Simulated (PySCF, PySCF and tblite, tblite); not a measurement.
# C5H7FGe: a path driven as a shift of bonds, and NMR exchange

Aim: the barrier and rate of a shift of bonds in C5H7FGe (`FC1=C[C@H]([GeH3])C=C1`), and what it does to NMR lines.

Computed with tblite 0.8.0 (tight binding) and PySCF 2.14.0 (DFT, with response routines of our own); each step states its level. Atoms count from 0 throughout.

## (1) The molecule as given

14 atoms, charge 0, multiplicity 1; geometry from: force field or distance geometry start.

Bonds of the start (Å): C1–C2 1.32, C1–C6 1.45, C2–C3 1.50, C2–H7 1.10, C3–C5 1.48, C3–Ge4 1.93, C3–H8 1.11, C5–C6 1.33, C5–H12 1.09, C6–H13 1.07, F0–C1 1.38, Ge4–H10 1.56, Ge4–H11 1.55, Ge4–H9 1.57.

## (2) GFN2-xTB relaxation, start minimum

What the job is given:

```
{"job": {"xc": "GFN2-xTB", "basis": "xTB", "kind": "relax"}, "charge": 0, "multiplicity": 1}
F      4.083500     1.311100     1.744300
C      2.979500     1.097400     0.949100
C      1.857400     0.479700     1.267700
C      0.922600     0.471100     0.091000
Ge     0.368500    -1.309200    -0.423800
C      1.732700     1.170600    -0.925100
C      2.914500     1.533400    -0.435800
H      1.619800     0.052300     2.251100
H      0.053800     1.139500     0.287300
H     -1.193600    -1.422200    -0.295000
H      0.970300    -2.436200     0.465400
H      0.683600    -1.642900    -1.904600
H      1.365400     1.353100    -1.933700
H      3.691300     2.050100    -0.956500
```

Command:

```sh
> OMP_NUM_THREADS=1 python ens_run.py task.json out
```

The driver reads the study from task.json and runs its stages one after another.

The program printed:

```text
step      E/eV     max force
  0    -567.93674    1.968
  1    -568.05595    1.473
  2    -568.11265    0.407
  3    -568.13190    0.310
  4    -568.14090    0.343
  5    -568.15036    0.290
  6    -568.15409    0.168
  7    -568.15655    0.163
  8    -568.15842    0.122
  9    -568.15999    0.137
 10    -568.16107    0.090
 11    -568.16196    0.093
 12    -568.16282    0.082
 13    -568.16357    0.078
 14    -568.16422    0.073
 15    -568.16493    0.075
 16    -568.16583    0.098
 17    -568.16693    0.096
 18    -568.16814    0.091
 19    -568.16946    0.118
 20    -568.17097    0.123
 21    -568.17257    0.100
 22    -568.17393    0.083
 23    -568.17503    0.084
 24    -568.17606    0.103
 25    -568.17719    0.106
 26    -568.17829    0.082
 27    -568.17912    0.059
 28    -568.17973    0.061
 29    -568.18037    0.067
 30    -568.18117    0.084
 31    -568.18192    0.072
 32    -568.18245    0.049
 33    -568.18281    0.048
 34    -568.18314    0.044
 35    -568.18345    0.047
 36    -568.18368    0.033
 37    -568.18382    0.036
 38    -568.18393    0.036
 39    -568.18403    0.025
 40    -568.18409    0.014
 41    -568.18412    0.013
 42    -568.18415    0.013
 43    -568.18419    0.018
 44    -568.18426    0.025
 45    -568.18435    0.025
 46    -568.18444    0.022
 47    -568.18455    0.026
 48    -568.18469    0.031
 49    -568.18493    0.045
 50    -568.18538    0.068
 51    -568.18625    0.105
 52    -568.18759    0.158
 53    -568.18970    0.190
 54    -568.19457    0.202
 55    -568.19783    0.143
 56    -568.18718    0.469
 57    -568.20332    0.158
 58    -568.20619    0.153
 59    -568.21543    0.327
 60    -568.22414    0.152
 61    -568.23523    0.165
 62    -568.24734    0.277
 63    -568.25569    0.129
 64    -568.26093    0.194
 65    -568.26392    0.108
 66    -568.26583    0.100
 67    -568.26698    0.108
 68    -568.26817    0.113
 69    -568.26916    0.064
 70    -568.27028    0.053
 71    -568.27087    0.061
 72    -568.27155    0.053
 73    -568.27197    0.052
 74    -568.27227    0.045
 75    -568.27248    0.035
 76    -568.27270    0.028
 77    -568.27293    0.037
 78    -568.27315    0.045
 79    -568.27338    0.042
 80    -568.27358    0.028
 81    -568.27371    0.021
 82    -568.27380    0.021
 83    -568.27388    0.019
 84    -568.27395    0.019
 85    -568.27403    0.021
 86    -568.27411    0.027
 87    -568.27421    0.031
 88    -568.27430    0.026
 89    -568.27438    0.024
 90    -568.27445    0.022
 91    -568.27452    0.018
 92    -568.27459    0.023
 93    -568.27468    0.020
 94    -568.27474    0.017
 95    -568.27479    0.018
 96    -568.27483    0.014
 97    -568.27486    0.015
 98    -568.27488    0.013
 99    -568.27489    0.009
100    -568.27490    0.008
101    -568.27491    0.006
102    -568.27492    0.007
103    -568.27492    0.010
104    -568.27493    0.010
105    -568.27493    0.007
106    -568.27494    0.004
107    -568.27494    0.004
108    -568.27494    0.005
109    -568.27494    0.004
110    -568.27494    0.002
```

Run time: 0.48 s. Hardware: 1 thread of Arm Neoverse V2, shared host.

The energy fell by 0.338 eV, and the atoms moved 0.61 Å (root mean square).

## (3) Relaxed scan, to the middle

What the job is given:

```
{"job": {"xc": "GFN2-xTB", "basis": "xTB", "coordinate": [["d", [4, 3], 1], ["d", [4, 5], -1]], "kind": "drive"}, "charge": 0, "multiplicity": 1}
F      3.869346     1.061648     1.887040
C      2.853278     0.992220     1.010712
C      1.585502     0.639240     1.295415
C      0.827623     0.652729     0.027579
Ge     0.470167    -1.258562    -0.452344
C      1.800699     1.151653    -0.966316
C      3.003100     1.308975    -0.378698
H      1.174795     0.384391     2.254360
H     -0.126138     1.176681     0.056359
H     -0.438376    -1.879068     0.564014
H      1.755147    -2.010829    -0.499944
H     -0.203557    -1.335119    -1.789065
H      1.553517     1.337505    -1.996327
H      3.924185     1.626340    -0.831308
```

The program printed:

```text
point  coordinate     E/eV
  0     -0.654     -568.25186
  1     -0.509     -568.18514
  2     -0.359     -568.08061
  3     -0.199     -567.95154
  4      0.000     -567.87105
```

It took 0.76 s on 1 thread of Arm Neoverse V2, shared host.

The highest point is number 4, 8.8 kcal/mol above the first.

## (4) Relaxed scan, from the middle, back

What the job is given:

```
{"job": {"xc": "GFN2-xTB", "basis": "xTB", "coordinate": [["d", [4, 3], 1], ["d", [4, 5], -1]], "kind": "drive"}, "charge": 0, "multiplicity": 1}
F      3.998960     0.873403     1.640491
C      2.870648     0.898100     0.907823
C      1.593180     0.830368     1.441067
C      0.694809     0.871241     0.366591
Ge     0.751324    -1.103477    -0.650729
C      1.494257     0.979844    -0.860917
C      2.840698     0.995388    -0.475112
H      1.343745     0.780161     2.483703
H     -0.342314     1.151932     0.439323
H     -0.580497    -1.622449    -0.148080
H      1.878663    -1.802933     0.025947
H      0.727800    -1.437839    -2.130009
H      1.114267     1.342688    -1.801545
H      3.692474     1.090199    -1.121873
```

The program printed:

```text
point  coordinate     E/eV
  0     -0.127     -567.90969
  1     -0.238     -567.98493
  2     -0.336     -568.06097
  3     -0.434     -568.13807
  4     -0.525     -568.19551
  5     -0.617     -568.23823
  6     -0.707     -568.26345
  7     -0.798     -568.27257
```

Run time: 1 s. Hardware: 1 thread of Arm Neoverse V2, shared host.

## (5) Relaxed scan, from the middle, on

job is that of step 4.

The program printed:

```text
point  coordinate     E/eV
  0      0.128     -567.90978
  1      0.238     -567.98493
  2      0.337     -568.06154
  3      0.435     -568.13821
  4      0.526     -568.19600
  5      0.617     -568.23823
  6      0.708     -568.26413
  7      0.798     -568.27250
```

Wall time 1 s (1 thread of Arm Neoverse V2, shared host).

## (6) Nudged elastic band, leg 1

What the job is given:

```
{"job": {"xc": "GFN2-xTB", "basis": "xTB", "kind": "neb"}, "charge": 0, "multiplicity": 1}
F      3.902027     1.052648     1.849373
C      2.874123     0.986087     0.986712
C      1.609881     0.634224     1.287879
C      0.834703     0.651424     0.030471
Ge     0.460341    -1.256945    -0.447461
C      1.795161     1.150252    -0.975778
C      3.005434     1.305490    -0.404101
H      1.212080     0.377340     2.251744
H     -0.116752     1.178771     0.073444
H     -0.440719    -1.872811     0.578371
H      1.738456    -2.019676    -0.511569
H     -0.229372    -1.326417    -1.776398
H      1.534112     1.338499    -2.001976
H      3.920341     1.622849    -0.869080
```

The program printed:

```text
image   E - E0 / eV
  0       0.0000
  1       0.0338
  2       0.1283
  3       0.4036
  4       0.1294
  5       0.0334
  6       0.0000
```

Run time: 1.5 s. Hardware: 1 thread of Arm Neoverse V2, shared host.

The highest point is number 3, 9.3 kcal/mol above the first.

## (7) Saddle search, leg 1

What the job is given:

```
{"job": {"xc": "GFN2-xTB", "basis": "xTB", "kind": "saddle"}, "charge": 0, "multiplicity": 1}
F      2.435681     0.570134     1.614954
C      1.301847     0.611479     0.891023
C      0.028102     0.548246     1.433005
C     -0.878417     0.599574     0.365007
Ge    -0.832614    -1.372825    -0.656006
C     -0.086337     0.712783    -0.867006
C      1.262526     0.722010    -0.490586
H     -0.214034     0.489524     2.477218
H     -1.913872     0.886205     0.445658
H     -2.167526    -1.881184    -0.148416
H      0.292826    -2.081604     0.016693
H     -0.865208    -1.704119    -2.135381
H     -0.471990     1.083439    -1.802142
H      2.109016     0.816337    -1.144021
```

The program printed:

```text
step      E/eV     max force
  0    -567.87136   0.0154
  1    -567.87144   0.0010
lowest wavenumbers (cm-1): -293.4 113.0 192.4 260.2 358.4 390.5
```

It took 1.5 s on 1 thread of Arm Neoverse V2, shared host.

Point group Cs; 1 imaginary mode, 293i cm⁻¹, carried by C3, C5, Ge4. Steps downhill from it reached both ends.

## (8) DFT refinement, start: B3LYP-D3(BJ)/def2-SVP

What the job is given:

```
{"job": {"xc": "B3LYP", "basis": "def2-SVP", "kind": "refine"}, "charge": 0, "multiplicity": 1}
F      3.869346     1.061648     1.887040
C      2.853278     0.992220     1.010712
C      1.585502     0.639240     1.295415
C      0.827623     0.652729     0.027579
Ge     0.470167    -1.258562    -0.452344
C      1.800699     1.151653    -0.966316
C      3.003100     1.308975    -0.378698
H      1.174795     0.384391     2.254360
H     -0.126138     1.176681     0.056359
H     -0.438376    -1.879068     0.564014
H      1.755147    -2.010829    -0.499944
H     -0.203557    -1.335119    -1.789065
H      1.553517     1.337505    -1.996327
H      3.924185     1.626340    -0.831308
```

The program printed:

```text
step      E/eV     max force
  0    -64521.68422   1.0352
  1    -64521.79731   0.1432
  2    -64521.79964   0.0186
  3    -64521.79966   0.0052
```

It took 56 s on 1 thread of Arm Neoverse V2, shared host; peak memory 0.7 GiB.

The energy fell by 0.115 eV, and the atoms moved 0.05 Å (root mean square).

**DFT refinement, saddle of leg 1: B3LYP-D3(BJ)/def2-SVP**

What the job is given:

```
{"job": {"xc": "B3LYP", "basis": "def2-SVP", "kind": "refine"}, "charge": 0, "multiplicity": 1}
F      2.433519     0.565761     1.616866
C      1.300825     0.609659     0.891674
C      0.025726     0.549034     1.432314
C     -0.878948     0.602655     0.363880
Ge    -0.831290    -1.371936    -0.657398
C     -0.086103     0.712432    -0.867839
C      1.262901     0.720344    -0.489680
H     -0.218377     0.490698     2.475955
H     -1.915101     0.886915     0.443675
H     -2.160561    -1.884379    -0.138047
H      0.301379    -2.075359     0.008730
H     -0.875088    -1.706140    -2.135779
H     -0.469260     1.087153    -1.802490
H      2.110378     0.813164    -1.141862
```

The program printed:

```text
step      E/eV     max force
  0    -64521.09309   1.0987
  1    -64521.20176   0.3120
  2    -64521.20986   0.0434
  3    -64521.21053   0.0099
```

Run time: 58 s. Hardware: 1 thread of Arm Neoverse V2, shared host; peak memory 0.7 GiB.

Gain 0.117 eV; displacement 0.04 Å root mean square.

(Part 1 of 2 ends here.)
